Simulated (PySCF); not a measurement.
**SnHBr2F (SMILES [F][SnH]([Br])[Br]): levels of theory compared**

Aim: a comparison of 3 runs (HF/STO-3G, HF/def2-SVP, MP2/STO-3G) of SnHBr2F. The job is set up through a Python script.

Program for the calculation: PySCF 2.14.0.

### Step 1. Starting point

The species is SnHBr2F (5 atoms), meant as a singlet with charge 0. As SMILES, `[F][SnH]([Br])[Br]`. Geometry: relaxed at PBE0-D4/def2-TZVP.

Bond lengths: F1–Sn2 1.905 Å, Sn2–Br3 2.443 Å, Sn2–Br4 2.443 Å, Sn2–H5 1.693 Å. Angles: F1–Sn2–Br3 105.6°, F1–Sn2–Br4 105.6°, Br3–Sn2–Br4 109.9°, F1–Sn2–H5 108.0°, Br3–Sn2–H5 113.6°, Br4–Sn2–H5 113.6°.

### Step 2. Energy and gradient at HF/STO-3G (run 1)

Contents of job.py:

```python
import pyscf.grad
from pyscf import gto

mol = gto.M(
    atom='''
F     -0.790800     0.076800     1.711100
Sn     0.103100     0.128500     0.029800
Br     1.255300    -2.016600    -0.166100
Br    -1.665500     0.277600    -1.648600
H      1.147800     1.460300     0.032300
''',
    max_memory=1860,
    verbose=3,
    basis='sto-3g',
)

calc0 = mol.RHF()
calc0.conv_tol = 1e-10
calc0.kernel()
if not calc0.converged:
    calc0 = calc0.newton().run(calc0.mo_coeff, calc0.mo_occ)

e_tot = calc0.e_tot
print('Final energy', e_tot)
grad = calc0.Gradients().kernel()
dip = calc0.dip_moment()
pop, q = calc0.mulliken_pop()
```

Command:

```sh
$ OMP_NUM_THREADS=1 python job.py
```

What it wrote:

```text
converged SCF energy = -11151.3963560407
Final energy -11151.396356040674
--------------- RHF gradients ---------------
         x                y                z
0 F    -0.0057137505     0.0004326535     0.0119306225
1 Sn    -0.0031332791    -0.0126278537    -0.0133917795
2 Br     0.0017018993    -0.0059458015     0.0006758558
3 Br    -0.0054513813    -0.0003175988    -0.0029527026
4 H     0.0125965117     0.0184586005     0.0037380037
----------------------------------------------
Dipole moment(X, Y, Z, Debye):  1.30588,  1.92402,  0.40444
 ** Mulliken pop  **
pop of  0 F 1s            1.99938
pop of  0 F 2s            1.96784
pop of  0 F 2px           1.84489
pop of  0 F 2py           1.95584
pop of  0 F 2pz           1.55820
pop of  1 Sn 1s           2.00000
pop of  1 Sn 2s           1.99966
pop of  1 Sn 3s           1.99827
pop of  1 Sn 4s           2.00800
pop of  1 Sn 5s           1.07206
pop of  1 Sn 2px          2.00007
pop of  1 Sn 2py          2.00007
pop of  1 Sn 2pz          2.00007
pop of  1 Sn 3px          1.99815
pop of  1 Sn 3py          1.99816
pop of  1 Sn 3pz          1.99815
pop of  1 Sn 4px          1.99539
pop of  1 Sn 4py          1.99560
pop of  1 Sn 4pz          1.99516
pop of  1 Sn 5px          0.66095
pop of  1 Sn 5py          0.70169
pop of  1 Sn 5pz          0.58314
pop of  1 Sn 3dxy         1.99957
pop of  1 Sn 3dyz         2.00000
pop of  1 Sn 3dz^2        1.99972
pop of  1 Sn 3dxz         1.99971
pop of  1 Sn 3dx2-y2      1.99987
pop of  1 Sn 4dxy         1.98769
pop of  1 Sn 4dyz         1.99989
pop of  1 Sn 4dz^2        1.99158
pop of  1 Sn 4dxz         1.99128
pop of  1 Sn 4dx2-y2      1.99602
pop of  2 Br 1s           2.00000
pop of  2 Br 2s           1.99984
pop of  2 Br 3s           1.99961
pop of  2 Br 4s           1.97343
pop of  2 Br 2px          1.99995
pop of  2 Br 2py          1.99985
pop of  2 Br 2pz          1.99999
pop of  2 Br 3px          1.99726
pop of  2 Br 3py          1.99178
pop of  2 Br 3pz          1.99936
pop of  2 Br 4px          1.83901
pop of  2 Br 4py          1.51075
pop of  2 Br 4pz          1.96372
pop of  2 Br 3dxy         1.99957
pop of  2 Br 3dyz         1.99994
pop of  2 Br 3dz^2        1.99981
pop of  2 Br 3dxz         1.99998
pop of  2 Br 3dx2-y2      1.99978
pop of  3 Br 1s           2.00000
pop of  3 Br 2s           1.99984
pop of  3 Br 3s           1.99961
pop of  3 Br 4s           1.97342
pop of  3 Br 2px          1.99989
pop of  3 Br 2py          1.99999
pop of  3 Br 2pz          1.99991
pop of  3 Br 3px          1.99409
pop of  3 Br 3py          1.99939
pop of  3 Br 3pz          1.99491
pop of  3 Br 4px          1.64738
pop of  3 Br 4py          1.96591
pop of  3 Br 4pz          1.70020
pop of  3 Br 3dxy         1.99996
pop of  3 Br 3dyz         1.99996
pop of  3 Br 3dz^2        1.99992
pop of  3 Br 3dxz         1.99941
pop of  3 Br 3dx2-y2      1.99982
pop of  4 H 1s            1.15674
 ** Mulliken atomic charges  **
charge of    0F =     -0.32615
charge of    1Sn =      1.03012
charge of    2Br =     -0.27361
charge of    3Br =     -0.27361
charge of    4H =     -0.15674
```

Run time: 14 s. Hardware: 1 thread of Intel Xeon at 2.70GHz, shared host; peak memory 0.14 GiB.

### Step 3. Energy and forces at HF/def2-SVP (core potential) (run 2)

Contents of calc.py:

```python
from pyscf import gto

molecule = gto.M(
    atom='''
F   -0.790800   0.076800   1.711100
Sn   0.103100   0.128500   0.029800
Br   1.255300  -2.016600  -0.166100
Br  -1.665500   0.277600  -1.648600
H    1.147800   1.460300   0.032300
''',
    spin=0,
    max_memory=1860,
    ecp={'Sn': 'def2-svp'},
    verbose=3,
    basis='def2-svp',
    charge=0,
)

calc0 = molecule.RHF()
calc0.conv_tol = 1e-10
calc0.kernel()
if not calc0.converged:
    calc0 = calc0.newton().run(calc0.mo_coeff, calc0.mo_occ)

e_final = calc0.e_tot
print('E = %.10f Eh' % e_final)
grad = calc0.nuc_grad_method().kernel()
calc0.analyze()
```

Command:

```sh
$ OMP_NUM_THREADS=1 python calc.py
```

What it wrote:

```text
converged SCF energy = -5457.60449285525
[... 14 lines left out ...]
MO #5   energy= -58.5320388462435  occ= 2
[... 12 lines left out ...]
MO #18  energy= -7.45980725267807  occ= 2
[... 12 lines left out ...]
MO #31  energy= -3.19859506236665  occ= 2
[... 12 lines left out ...]
MO #44  energy= -0.624974599254132 occ= 2
[... 12 lines left out ...]
MO #57  energy= 0.298983578011306  occ= 0
[... 12 lines left out ...]
MO #70  energy= 0.724177593659827  occ= 0
[... 12 lines left out ...]
MO #83  energy= 1.23285951891427   occ= 0
[... 12 lines left out ...]
MO #96  energy= 3.87862996448533   occ= 0
[... 12 lines left out ...]
MO #109 energy= 52.365402215476    occ= 0
[... 6 lines left out ...]
Dipole moment(X, Y, Z, Debye):  1.83122,  1.50322, -1.28213
```

Run time: 20 s. Hardware: 1 thread of Intel Xeon at 2.70GHz, shared host; peak memory 0.26 GiB.

### Step 4. Energy and forces at MP2/STO-3G (run 3)

Contents of job.py:

```python
import pyscf.grad
from pyscf import gto, mp

mol = gto.M(
    atom='''
F   -0.790800   0.076800   1.711100
Sn   0.103100   0.128500   0.029800
Br   1.255300  -2.016600  -0.166100
Br  -1.665500   0.277600  -1.648600
H    1.147800   1.460300   0.032300
''',
    verbose=3,
    basis='sto-3g',
    spin=0,
    max_memory=1860,
)

mf = mol.RHF()
mf.conv_tol = 1e-10
mf.kernel()
if not mf.converged:
    mf = mf.newton().run(mf.mo_coeff, mf.mo_occ)

pt = mp.MP2(mf, frozen=37).run()
energy = pt.e_tot
print('Final energy', energy)
grad = pt.Gradients().kernel()
mf.analyze()
```

Command:

```sh
$ OMP_NUM_THREADS=1 python job.py
```

What it wrote:

```text
converged SCF energy = -11151.3963560407
[... 17 lines left out ...]
MO #6   energy= -145.455977920056  occ= 2
[... 8 lines left out ...]
MO #15  energy= -57.7141451041653  occ= 2
[... 8 lines left out ...]
MO #24  energy= -18.2857754911582  occ= 2
[... 8 lines left out ...]
MO #33  energy= -6.85808097320864  occ= 2
[... 8 lines left out ...]
MO #42  energy= -2.22072753946556  occ= 2
[... 8 lines left out ...]
MO #51  energy= -0.985536598614502 occ= 2
[... 8 lines left out ...]
MO #60  energy= -0.390521926683119 occ= 2
[... 8 lines left out ...]
MO #69  energy= 0.435866848147202  occ= 0
[... 6 lines left out ...]
Dipole moment(X, Y, Z, Debye):  1.30588,  1.92402,  0.40444
```

Wall time 23 s (1 thread of Intel Xeon at 2.70GHz, shared host); peak memory 0.4 GiB.

### Step 5. The series

| run | level | core potential | frozen core orbitals | energy (Eh) | dipole moment (D) of the reference | HOMO energy (eV) | LUMO energy (eV) | wall time |
| --- | --- | --- | --- | --- | --- | --- | --- | --- |
| 1 | HF/STO-3G | – | – | -11151.396356 | 2.36 | -8.71 | 6.79 | 14 s |
| 2 | HF/def2-SVP (core potential) | def2-svp | – | -5457.604493 | 2.69 | -11.81 | 1.40 | 20 s |
| 3 | MP2/STO-3G | – | 37 | -11151.449234 | 2.36 | -8.71 | 6.79 | 23 s |

### Step 6. Results

| quantity | value |
| --- | --- |
| run 3: total energy | -11151.44923 Eh |
| run 3: dipole moment (Hartree–Fock density) | 2.36 D |
| run 3: HOMO energy (Hartree–Fock orbitals) | -8.71 eV |
| run 3: LUMO energy (Hartree–Fock orbitals) | 6.79 eV |
| run 3: HOMO–LUMO gap (Hartree–Fock orbitals) | 15.50 eV |
| run 3: correlation energy (37 core orbitals frozen) | -52.9 mEh |
| run 3: largest force on an atom | 0.856 eV/Å |

Some runs of one species differ in core potentials or relativity; totals across that change don't compare. In runs 1, 3 the basis is minimal, so the values are rough. In runs 1, 3 relativity is left out where basis or elements ask for it. All runs together took 57 s, the longest 23 s.
